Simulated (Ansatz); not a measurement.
# BClF2: how energies converge with the basis set

One table from this session's results is given with a row withheld; the runs are named, their logs left out.

Computed with Ansatz 0.2.0, Gaussian basis. Level: one geometry, several basis sets.

The runs, in order: PBE0-D4/def2-SVP; ωB97M-V/def2-SVP; PBE0-D4/def2-QZVPP; ωB97M-V/def2-QZVPP; CCSD(T)/cc-pV(D+d)Z; CCSD(T)/cc-pV(T+d)Z; CCSD(T)/cc-pV(Q+d)Z; the functionals' def2-TZVPP values are taken from earlier runs.

## The geometry

The geometry comes from an earlier relaxation with PBE0-D4 in a triple-zeta def2 set; it is a stationary point.

SMILES `FB(F)Cl`, 4 atoms, charge 0, spin multiplicity 1.

Atoms are counted from 1 here; the program's logs count them from 0.

Bond lengths: F1–B2 1.310 Å, B2–F3 1.310 Å, B2–Cl4 1.740 Å. Angles: F1–B2–F3 119.0°, F1–B2–Cl4 120.5°, F3–B2–Cl4 120.5°.

The first run:

Contents of in.yaml:

```yaml
crystal:
  periodic: [false, false, false]
  atoms:
    - {symbol: F, position_ang: [-0.173739, -1.254302, -0.546251]}
    - {symbol: B, position_ang: [-0.067061, -0.041341, -0.062036]}
    - {symbol: F, position_ang: [-1.011647, 0.830149, -0.317738]}
    - {symbol: Cl, position_ang: [1.307946, 0.405294, 0.905724]}
basis:
  gaussian: {orbitals: def2-SVP}
hamiltonian: {xc: pbe0, dispersion: d4}
output: {orbitals: {seedname: orbitals}}
```

Command:

```console
> ansatz run in.yaml --threads 2 --pin off --events-out ev --progress --plain --max-ram 32768MiB --backend cpu
```

Steps of the session up to this table: PBE0-D4 in def2-SVP; ωB97M-V in def2-SVP; PBE0-D4 in def2-QZVPP; ωB97M-V in def2-QZVPP.

One table of the session follows, with a row left open; its other results are not shown here.

It belongs to the step «Density functionals: the series». 

| functional | basis | HOMO (eV) | LUMO (eV) |
| --- | --- | --- | --- |
| PBE0-D4 | def2-SVP | ? | ? |
| PBE0-D4 | def2-TZVPP | -9.91 | -0.20 |
| PBE0-D4 | def2-QZVPP | -9.94 | -0.27 |
| ωB97M-V | def2-SVP | -12.00 | 2.34 |
| ωB97M-V | def2-TZVPP | -12.22 | 1.92 |
| ωB97M-V | def2-QZVPP | -12.27 | 1.76 |

**Question.** Estimate the row for PBE0-D4, def2-SVP.

**Answer.** HOMO (eV): -9.73; LUMO (eV): 0.08. In the column «HOMO (eV)» it is the highest.
